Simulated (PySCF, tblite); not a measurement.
# C6H12BNO: geometry, infrared bands, NMR shifts, electronic excitations and core binding energies

Aim: predict the infrared bands, NMR shifts, electronic excitations and core binding energies of C6H12BNO (`C[NH2+][B@H-](C)c1ccco1`).

Programs: tblite 0.8.0 and PySCF 2.14.0, with density-fitted response routines of our own. Each step states its level of theory. These are calculated values for one molecule in the gas phase, unless marked as measured. Atoms count from 0, in the outputs and in this text.

## Step 1: Starting geometry

21 atoms, charge 0, multiplicity 1; geometry from: force field or distance geometry start.

Bonds of the start (Å): C0–N1 1.46, N1–B2 1.55, B2–C3 1.60, B2–C4 1.58, C4–C5 1.39, C5–C6 1.38, C6–C7 1.39, C7–O8 1.32, O8–C4 1.31, C0–H9 1.12, C0–H10 1.12, C0–H11 1.10, N1–H12 1.06, N1–H13 1.04, B2–H14 1.21, C3–H15 1.09, C3–H16 1.11, C3–H17 1.12, C5–H18 1.07, C6–H19 1.08, C7–H20 1.07.

## Step 2: Relaxing the molecule with GFN2-xTB

What the job is given:

```
{"job": {"kind": "relax", "xc": "GFN2-xTB", "basis": "xTB"}, "charge": 0, "multiplicity": 1}
C     -1.914800     1.184100     0.810700
N     -1.536600    -0.220900     0.836100
B     -0.650600    -0.620700    -0.373400
C     -0.496700    -2.206900    -0.458100
C      0.771000     0.049900    -0.272000
C      1.309300     0.938400    -1.189500
C      2.563000     1.260900    -0.700700
C      2.711200     0.551600     0.481300
O      1.627000    -0.165100     0.699900
H     -2.508300     1.414000    -0.105300
H     -2.570100     1.414200     1.686500
H     -1.034400     1.845300     0.863900
H     -1.013100    -0.410900     1.742400
H     -2.398400    -0.806400     0.845000
H     -1.198200    -0.250700    -1.381500
H      0.164000    -2.487200    -1.285100
H     -1.487300    -2.683000    -0.602600
H     -0.058000    -2.603300     0.495400
H      0.856900     1.315000    -2.088300
H      3.288700     1.931400    -1.135900
H      3.566600     0.567300     1.130800
```

On the command line:

```
$ OMP_NUM_THREADS=1 python probes_run.py task.json out
```

This one command runs all jobs of the session in turn.

**Question.** This job is followed by: GFN2-xTB harmonic vibrations, gas phase; PBE0-D3(BJ)/def2-SVP geometry optimisation, gas phase; GIAO PBE0/pcSseg-1 NMR shielding, non-relativistic, gas phase; TDDFT wB97X-D/def2-SVPD, vertical, gas phase, core orbitals frozen in the response; GIAO PBE/pcSseg-1 NMR shielding, non-relativistic, gas phase; delta-SCF UKS SCAN, pcX-2 on the ionised atom, pcseg-1 elsewhere, spin-free X2C. Predict these results of the whole session: strongest single infrared mode (GFN2-xTB); zero-point energy (GFN2-xTB); point group; rotational constants (main isotopes); 13C shifts against TMS (PBE0/pcSseg-1); 1H shifts against TMS (PBE0/pcSseg-1, means over atoms taken as alike); 15N shifts against NH3 (PBE0/pcSseg-1); 11B shifts against BF3·OEt2 (PBE0/pcSseg-1); 17O shifts against H2O (PBE0/pcSseg-1); lowest singlet (wB97X-D/def2-SVPD); lowest triplet; vertical ionisation energy (ΔSCF); C1s binding energies, SCAN/pcX-2; N1s binding energies, SCAN/pcX-2; B1s binding energies, SCAN/pcX-2; O1s binding energies, SCAN/pcX-2; range of the shielding of N1.

As calculated:

| quantity | value |
| --- | --- |
| strongest single infrared mode (GFN2-xTB) | 2472 cm⁻¹, 208 km/mol |
| zero-point energy (GFN2-xTB) | 110.2 kcal/mol |
| point group | C1 |
| rotational constants (main isotopes) | 2.47, 1.16, 1.00 GHz |
| 13C shifts against TMS (PBE0/pcSseg-1) | 174.0, 145.5, 120.7, 115.6, 31.7, 6.5 ppm |
| 1H shifts against TMS (PBE0/pcSseg-1, means over atoms taken as alike) | 7.39, 6.54, 6.38, 3.23, 2.74, 2.28, 2.19, -0.01 ppm |
| 15N shifts against NH3 (PBE0/pcSseg-1) | 60.1 ppm |
| 11B shifts against BF3·OEt2 (PBE0/pcSseg-1) | -13.4 ppm |
| 17O shifts against H2O (PBE0/pcSseg-1) | 306.4 ppm |
| lowest singlet (wB97X-D/def2-SVPD) | 5.89 eV (210 nm), f = 0.143 |
| lowest triplet | 3.99 eV |
| vertical ionisation energy (ΔSCF) | 7.79 eV |
| C1s binding energies, SCAN/pcX-2 | C0 292.36, C7 290.78, C4 290.09, C6 289.77, C5 289.40, C3 289.01 eV |
| N1s binding energies, SCAN/pcX-2 | N1 407.28 eV |
| B1s binding energies, SCAN/pcX-2 | B2 193.94 eV |
| O1s binding energies, SCAN/pcX-2 | O8 539.00 eV |
| range of the shielding of N1 | 196.3 to 205.5 ppm |

The optimisation took 128 steps and gained 0.478 eV; among the close pairs (by a distance rule), N1–B2 changed most, from 1.552 to 1.642 Å (GFN2-xTB). All 57 modes are real, so the xTB geometry is a minimum. The strongest single mode, at 2472 cm⁻¹, moves mainly H14. GFN2-xTB is a fitted tight-binding method: band positions and strengths are rough. Its intensities can rank the bands wrongly. NICS(1)zz of -26 ppm above the planar ring from C4 marks a diatropic (aromatic) ring current. The lowest singlet, at 5.89 eV, is HOMO→LUMO 0.44, HOMO→LUMO+1 0.40 and is bright. The lowest triplet lies 1.90 eV below the lowest singlet (triplets in Tamm-Dancoff, singlets in full TDDFT). At wB97X-D/def2-SVPD, the highest states lie near or above the ionisation energy, where they hang on the basis. ΔSCF puts the ionisation energy at 7.79 eV, 0.11 eV above −ε(HOMO). The C1s levels kept as sound span 3.34 eV, from C3 (methyl carbon bonded to B) up to C0 (methyl carbon bonded to N). Across the 2 runs the shielding of N1 moves most, between 196.3 (PBE/pcSseg-1) and 205.5 ppm (PBE0/pcSseg-1).
